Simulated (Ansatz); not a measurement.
The system is Ta3N.

```xyz
4
Lattice="3.0322 0.0000 0.0000 -1.5161 2.6260 0.0000 0.0000 0.0000 7.5241" Properties=species:S:1:pos:R:3 pbc="T T T"
Ta    1.5161    0.8753    6.2155
Ta    0.0000    1.7507    1.3087
Ta    0.0000    0.0000    3.7621
N     0.0000    0.0000    0.0000
```

The cell comes from a database or a generator and needn't be the stable form of this composition.

Base run:

```yaml
Program: Ansatz 0.2.0
Functional: PBE
Potentials_or_basis: Ansatz PAW
Cutoff: 420 eV
Density_cutoff: 1680 eV
k_mesh: 7 × 7 × 3
Occupations: fermi-dirac, width 0.05 eV
Spin: no spin polarisation
```

Its results: band gap on the k mesh none (metal or under the smearing width); pressure -0.7 GPa; largest force 0.286 eV/Å.

**Question.** The run is repeated on the same cell with these changes: functional from PBE to BLYP. What comes out?

**Answer.** Band gap on the k mesh none (metal or under the smearing width); pressure 7.3 GPa; largest force 0.128 eV/Å.

BLYP binds less tightly than PBE, so the same cell stands under more pressure.

Caveats: the potentials were made for another functional, which shifts forces and pressure (some runs); the PAW data sets come from PBE, with cores solved anew for the run's functional, which leaves a small shift of forces and pressure (some runs).

Not every run made on this cell is shown here.
